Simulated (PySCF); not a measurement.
# TaN: from the state search to spectroscopic constants

One table from this session's results is given with a row withheld; the runs are named, their logs left out.

The runs use PySCF 2.14.0; Ta def2-TZVPPD with ECP60, N def2-TZVPPD, scalar-relativistic core potentials.

The first run:

A driver script around PySCF takes these settings:

```yaml
atoms: Ta, N
charge: 0
basis: Ta def2-TZVPPD with ECP60, N def2-TZVPPD
Hamiltonian: scalar-relativistic core potentials
basis_functions: 96
electrons_treated: 20
masses_in_u: 180.9480, 14.0031
levels: PBE0, PBE, r²SCAN, BP86, PW91, BHandHLYP, M06-2X, LDA, HSE06, HF, MP2, SCS-MP2, CCSD, CCSD(T)
grid: 80 radial by 434 angular points
occupations: held fixed by the projection of orbital angular momentum
dissociation_limit: Ta + N, each in its ground configuration
starting_distance_in_angstrom: 2.015
values_of_2S_to_try: 0, 2, 4, 6, 8
```

Launch:

```
$ OMP_NUM_THREADS=2 python dia.py task.json out
```

Among the steps run: Input; First curve: PBE0; Excited determinants; PBE; r²SCAN (meta-GGA); BP86; PW91 (GGA); BHandHLYP (global hybrid GGA); M06-2X; LDA; HSE06 (range-separated hybrid); RHF; Correlated methods on the Hartree–Fock reference.

One of the session's tables, all rows but one given; the rest of the session is left out.

It belongs to the step «The curves together». Energy (eV) from each level's lowest point:

| R (Å) | RHF | RHF-MP2 | RHF-SCS-MP2 | RHF-CCSD | RHF-CCSD(T) |
| --- | --- | --- | --- | --- | --- |
| 1.433 | 2.087 | 3.266 | 3.159 | n/a | n/a |
| 1.499 | 0.847 | 1.705 | 1.625 | 1.252 | 1.442 |
| 1.566 | 0.193 | 0.735 | 0.681 | 0.431 | 0.553 |
| 1.616 | 0.000 | 0.306 | 0.270 | 0.115 | 0.184 |
| 1.666 | ? | ? | ? | ? | ? |
| 1.716 | 0.175 | 0.000 | 0.000 | 0.045 | 0.000 |
| 1.783 | 0.591 | 0.082 | 0.106 | 0.293 | 0.169 |
| 1.866 | 1.333 | 0.385 | 0.438 | 0.818 | 0.590 |
| 1.966 | 2.426 | 0.927 | 1.013 | 1.639 | 1.280 |
| 2.099 | 4.035 | 1.817 | 1.932 | n/a | n/a |

Q: Estimate the row for R (Å) = 1.666 from the others.

Worked estimate for «RHF». A straight line through the neighbours (1.616, 0.000) and (1.716, 0.175) gives 0.000 + (0.175 − 0.000) × (1.666 − 1.616) / (1.716 − 1.616) = 0.087; a parabola fitted to 4 rows on both sides gives 0.012.

The run gave: RHF: 0.007; RHF-MP2: 0.075; RHF-SCS-MP2: 0.057; RHF-CCSD: 0.000; RHF-CCSD(T): 0.013. In «RHF» the line misses by +0.080 and the parabola by +0.005.
